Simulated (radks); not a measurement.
# Co⁴⁺ in [Ar] 3d5: an all-electron calculation

The task here is to estimate one member of a computed series from the others.

The numbers are computed with radks (a radial shooting solver on a logarithmic mesh, Libxc functionals) version 1 (Dirac Kohn-Sham, AM05, spin-unpolarised, spherical densities, finite nucleus; open shells are shared between the two j in proportion to 2j + 1), except any that are marked as measured or tabulated.

## What is computed

| Item | Value |
| --- | --- |
| element | cobalt (Z = 27) |
| charge | +4 |
| electrons | 23 |
| configuration | [Ar] 3d5 |
| nuclear rms radius | 3.7875 fm |

The outer shells:

Co⁴⁺
```
[Ar] core
3d [↑ ][↑ ][↑ ][↑ ][↑ ]
```

The first run:

The run's settings:

```text
Z 27
configuration [Ar] 3d5 4s0 4p0 4d0 4f0
relativity Dirac
functional am05,am05
spin unpolarised
j_filling average
nucleus finite rms 3.7875 fm
c 137.035999084
```

On the command line:

```
python run_ks.py task.json out
```

This one command runs every case of the session in turn.

Among the steps run: Self-consistent calculation.

One table of the session follows, with a row left open; its other results are not shown here.

It belongs to the step «Shells». Sizes of the orbitals, from the radial functions (bohr):

```
level      <r>  outermost maximum (interpolated)  90 % within  nodes
1s1/2  0.05626                            0.0368        0.100      0
2s1/2   0.2557                             0.214        0.396      1
2p1/2   0.2230                             0.170        0.366      0
2p3/2   0.2262                             0.173        0.370      0
3s1/2   0.7612                             0.665         1.14      2
3p1/2   0.7864                             0.667         1.20      1
3p3/2   0.7949                             0.674         1.22      1
3d3/2   0.8747                             0.637         1.45      0
3d5/2        ?                                 ?            ?      ?
4s1/2    2.016                              1.83         2.91      3
4p1/2    2.248                              2.03         3.27      2
4p3/2    2.265                              2.04         3.30      2
```

Estimate the missing values for 3d5/2.

The run gave: <r>: 0.8778; outermost maximum (interpolated): 0.639; 90 % within: 1.45; nodes: 0. In the column «<r>» it lies between 3d3/2 (0.8747) and 4s1/2 (2.016).

To keep in mind: Spin polarisation and multiplet splitting are left out.
